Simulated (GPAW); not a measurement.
Write an ASE script for GPAW 26.7.0 that does the following.

```
Task                : band structure
Functional          : LDA
Potentials or basis : the program's PAW data sets (release 1.2.1) made for this functional
Cutoff              : 600 eV
Basis               : pw
k mesh              : 8 × 8 × 3
Occupations         : fermi-dirac, width 0.05 eV
Spin                : collinear spin, ferromagnetic start
Starting moments    : [0.6, 1.0, 1.0, 1.0] μB
Maxiter             : 150
Band path           : GXSRAZGYX1A1TY,ZT
Band points         : 80
```

The system is CuNi3.

```
CELL_PARAMETERS angstrom
1.39521 -1.98715 0.00000
1.39521 1.98715 0.00000
0.00000 0.00000 7.93489
ATOMIC_POSITIONS crystal
Cu 0.00000 0.00000 0.00000
Ni 0.50000 0.50000 0.25469
Ni 0.00000 0.00000 0.50000
Ni 0.50000 0.50000 0.74531
```

The cell comes from a database or a generator and needn't be the stable form of this composition.

One way to write it, as run:

run.py

```python
from ase import Atoms
from ase.dft.bandgap import bandgap
from ase.io import write
from ase.units import GPa
from gpaw import GPAW, PW

atoms = Atoms(['Cu', 'Ni', 'Ni', 'Ni'],
              cell=[[1.395212, -1.987154, 0.0],
                    [1.395212, 1.987154, 0.0],
                    [0.0, 0.0, 7.934886]],
              scaled_positions=[[0.0, 0.0, 0.0],
                                [0.5, 0.5, 0.254686],
                                [0.0, 0.0, 0.5],
                                [0.5, 0.5, 0.745314]],
              pbc=True)
atoms.set_initial_magnetic_moments([0.6, 1.0, 1.0, 1.0])

calc = GPAW(mode=PW(600),
            xc='LDA',
            kpts={'size': (8, 8, 3), 'gamma': True},
            occupations={'name': 'fermi-dirac', 'width': 0.05},
            nbands=51,
            convergence={'density': 1e-05, 'energy': 1e-05},
            maxiter=150,
            txt='gpaw.txt')
atoms.calc = calc
energy = atoms.get_potential_energy()
forces = atoms.get_forces()
stress = atoms.get_stress()
calc.write('gs.gpw')
write('result.traj', atoms)
print(f'Energy: {energy:.6f} eV')
print('Forces (eV/A):')
print(forces.round(4))
print('Stress (GPa):', (stress / GPa).round(3))
print('Moments:', calc.get_magnetic_moments().round(3))
print('Fermi level:', round(calc.get_fermi_level(), 4), 'eV')
print(f'Gap: {bandgap(calc)[0]:.4f} eV, direct: {bandgap(calc, direct=True)[0]:.4f} eV')

path = atoms.cell.bandpath('GXSRAZGYX1A1TY,ZT', npoints=80, eps=1e-4)
bs_calc = calc.fixed_density(kpts=path, symmetry='off', nbands=69,
                             convergence={'bands': 'CBM+6.0', 'eigenstates': 1e-6}, txt='bands.txt')
bs = bs_calc.band_structure()
bs.write('bs.json')
print(f'Gap on the path: {bandgap(bs_calc)[0]:.4f} eV')
```

Potentials or basis: the program's PAW data sets (release 1.2.1) made for this functional, pw.

Launch:

```bash
$ OMP_NUM_THREADS=1 python run.py
```

Results of the run:

```
Pressure                : -11.6 GPa
Largest force           : 0.048 eV/Å
Band gap along the path : none (metal or under the smearing width)
Net moment              : 1.38 μB per cell
Site moments            : Cu +0.01; Ni +0.43, +0.56 μB
```

Caveat: with this Cu data set, volumes or pressures lay over 1.5 % or 2 GPa off other programs in two to four cells of ten; the stock nickel data set gives pressures a few GPa off other programs.

Run time: 4.1 min on 1 thread of Intel(R) Xeon(R) Platinum 8488C (Sapphire Rapids), on a shared host, peak memory 0.6 GiB.
